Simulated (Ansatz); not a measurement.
Write a Python script for Ansatz 0.2.0 through its Python package that makes a phonon calculation by finite displacements of Tl3Ge, space group Pm-3m. Settings: LDA, PAW, cutoff 517 eV, 6×6×6 k-points, Fermi-Dirac smearing of 0.1 eV.

```xyz
4
Lattice="4.8185 0.0000 0.0000 0.0000 4.8185 0.0000 0.0000 0.0000 4.8185" Properties=species:S:1:pos:R:3 pbc="T T T"
Tl    0.0000    2.4093    2.4093
Tl    2.4093    0.0000    2.4093
Tl    2.4093    2.4093    0.0000
Ge    0.0000    0.0000    0.0000
```

Script `phonons_tl3ge.py`:
```python
from pathlib import Path

import ansatz as az
from ase import Atoms
import numpy as np


def main() -> None:
    atoms = Atoms(
        ["Tl", "Tl", "Tl", "Ge"],
        scaled_positions=[
            [0.0, 0.5, 0.5],
            [0.5, 0.0, 0.5],
            [0.5, 0.5, 0.0],
            [0.0, 0.0, 0.0],
        ],
        cell=[
            [4.818523, 0.0, 0.0],
            [0.0, 4.818523, 0.0],
            [0.0, 0.0, 4.818523],
        ],
        pbc=True,
    )
    cell = az.Crystal.from_ase(atoms)

    setup = cell.calculation()
    setup = setup.basis(38 * az.Ry)
    setup = setup.occupations(az.OccupationsMethod.FERMI_DIRAC).functional("LDA")
    setup = setup.kpoints(6, 6, 6)
    setup = setup.phonons("fd", supercell=1)
    result = setup.run(threads=1, pin="off", runs_dir="out")
    folder = Path(result.output_folder) / "results"
    ph = result.phonons

    print("modes at Gamma (1/cm):", np.round(ph.gamma_omega_inv_cm, 1) + 0.0)
    print(f"{ph.n_members} displaced supercells, sum-rule residual {ph.asr_residual_pre_ev_ang2:.1e} eV/A^2")
    optical = np.sort(ph.gamma_omega_inv_cm)
    print("imaginary modes at Gamma:", int((optical < -10).sum()), "- highest mode", round(float(optical[-1]), 1), "1/cm")


if __name__ == "__main__":
    main()
```

Running `python phonons_tl3ge.py` prints:
```text
modes at Gamma (1/cm): [ 0.   0.   0.  29.5 29.5 29.5 33.7 33.7 33.7 68.6 68.6 68.6]
2 displaced supercells, sum-rule residual 2.1e-04 eV/A^2
imaginary modes at Gamma: 0 - highest mode 68.6 1/cm
```

Reading the output:
- The cell isn't relaxed first, so the values belong to this volume.
- The mesh is modest for a metal, so energies can be off by several to tens of meV an atom and pressures by half a GPa or more; differences at equal mesh fare better.
- Spin-orbit coupling, which matters for elements this heavy, is left out.
- The structure comes from a database of computed cells and needn't be a stable or known phase.
- The structure is taken as given and the supercell is small; imaginary modes can come from an unrelaxed or unstable start. Phonons of metals also depend on mesh and smearing.
- Finished in 84 s on 1 thread of Intel(R) Xeon(R) Processor @ 2.50GHz (Skylake/Cascade Lake), on a shared host, peak memory 0.63 GiB.

(Lines on the test bed's own set-up are left out of the output.)
